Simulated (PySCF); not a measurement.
# C3H11AlBN: the cost of one run

The runs use PySCF 2.14.0, with density-fitted response routines of our own; the level of theory stands in each step. All values are computed, except where a source is named. Atoms count from 0, in the outputs and in this text.

## (1) Starting geometry

17 atoms, charge 0, multiplicity 1; geometry from: GFN2-xTB.

Bonds of the start (Å): C0–C1 1.53, C1–B2 1.60, B2–C3 1.59, B2–N4 1.41, N4–Al5 1.81, C0–H6 1.09, C0–H7 1.09, C0–H8 1.11, C1–H9 1.09, C1–H10 1.10, C3–H11 1.09, C3–H12 1.09, C3–H13 1.09, N4–H14 1.02, Al5–H15 1.54, Al5–H16 1.55.

## (2) Ultraviolet spectrum: CAM-B3LYP/def2-SVPD

Job settings and geometry (Å):

```
{"job": {"kind": "uv", "xc": "CAM-B3LYP", "basis": "def2-SVPD", "nstates": 8, "ntriplets": 3}, "charge": 0, "multiplicity": 1}
C     -0.385439    -1.679596     0.673438
C     -0.915320    -0.666101    -0.336117
B     -0.274388     0.790601    -0.149907
C     -1.185535     2.089919    -0.146378
N      1.130534     0.842377    -0.007571
Al     2.226310    -0.594460    -0.134047
H     -0.759630    -2.683556     0.478406
H     -0.653729    -1.396419     1.689213
H      0.720408    -1.720627     0.623456
H     -2.005859    -0.658585    -0.286439
H     -0.652148    -1.019803    -1.339148
H     -1.785874     2.144967    -1.053013
H     -0.627847     3.021088    -0.065157
H     -1.892709     2.059380     0.681286
H      1.499054     1.782202     0.111787
H      3.194748    -0.937591     1.018999
H      2.360429    -1.361765    -1.469794
```

Level: TDDFT CAM-B3LYP/def2-SVPD, vertical, gas phase, core orbitals frozen in the response.

Run with:

```bash
$ OMP_NUM_THREADS=1 python probes_run.py task.json out
```

The driver reads the jobs from task.json and runs them one after another.

**Question.** How long does this job take on 1 thread of Arm Neoverse V1, shared host, and how much memory does it need?

About 52 s, with a peak of 0.97 GiB.
